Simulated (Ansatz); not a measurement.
**B₂Cl₆: basis-set convergence**

How large a basis does B₂Cl₆ need? Two functionals are run in growing sets.

Computed with Ansatz 0.2.0, Gaussian basis. Level: one geometry, several basis sets.

The runs, in order: PBE0-D4/def2-SVP; ωB97M-V/def2-SVP; PBE0-D4/def2-QZVPP; ωB97M-V/def2-QZVPP; the functionals' def2-TZVPP values are taken from earlier runs.

## (1) The geometry

The geometry comes from an earlier relaxation with PBE0-D4 in a triple-zeta def2 set; it is a stationary point, not always the lowest conformer.

SMILES `Cl[B-]1(Cl)[Cl+][B-](Cl)(Cl)[Cl+]1`, 8 atoms, charge 0, spin multiplicity 1.

Atoms are counted from 1 here; the program's logs count them from 0.

Bond lengths: Cl1–B2 1.765 Å, B2–Cl3 1.765 Å, B2–Cl4 1.974 Å, B2–Cl8 1.975 Å, Cl4–B5 1.975 Å, B5–Cl6 1.765 Å, B5–Cl7 1.765 Å, B5–Cl8 1.975 Å. Angles: Cl1–B2–Cl3 118.7°, Cl1–B2–Cl4 110.6°, Cl1–B2–Cl8 110.6°, Cl3–B2–Cl4 110.6°, Cl3–B2–Cl8 110.6°, Cl4–B2–Cl8 92.8°, B2–Cl4–B5 87.2°, Cl4–B5–Cl6 110.6°, Cl4–B5–Cl7 110.6°, Cl4–B5–Cl8 92.8°, Cl6–B5–Cl7 118.7°, Cl6–B5–Cl8 110.6°, Cl7–B5–Cl8 110.6°, B2–Cl8–B5 87.2°.

## (2) PBE0-D4 in def2-SVP

in.yaml reads:

```yaml
crystal:
  periodic: [false, false, false]
  atoms:
    - {symbol: Cl, position_ang: [1.699840, -0.926433, 1.921979]}
    - {symbol: B, position_ang: [0.643267, -1.082804, 0.517267]}
    - {symbol: Cl, position_ang: [0.432580, -2.676302, -0.210932]}
    - {symbol: Cl, position_ang: [1.115295, 0.252361, -0.858637]}
    - {symbol: B, position_ang: [-0.642801, 1.083543, -0.516473]}
    - {symbol: Cl, position_ang: [-0.443620, 2.684262, 0.198977]}
    - {symbol: Cl, position_ang: [-1.695680, 0.908724, -1.921734]}
    - {symbol: Cl, position_ang: [-1.108879, -0.243361, 0.869544]}
basis:
  gaussian: {orbitals: def2-SVP}
hamiltonian: {xc: pbe0, dispersion: d4}
output: {orbitals: {seedname: orbitals}}
```

The run is started by

```console
$ ansatz run in.yaml --threads 4 --pin off --events-out ev --progress --plain --max-ram 11315MiB
```

The runs that follow: ωB97M-V in def2-SVP; PBE0-D4 in def2-QZVPP; ωB97M-V in def2-QZVPP.

Q: Predict the results of all the runs planned. Wanted: PBE0-D4: double and triple zeta above quadruple; ωB97M-V: double and triple zeta above quadruple.

The runs gave:

| quantity | value |
| --- | --- |
| PBE0-D4: double and triple zeta above quadruple | 29.09, 2.24 eV |
| ωB97M-V: double and triple zeta above quadruple | 28.59, 2.10 eV |

What this shows: PBE0-D4 gains 26.85 eV from double to triple zeta, then 2.24 eV more. These are total energies; as a rule much of such shifts cancels in differences, which this series doesn't test. The LUMO of ωB97M-V is positive and keeps falling with the basis (1.30 to 0.40 eV): an unbound level that the basis holds in place.
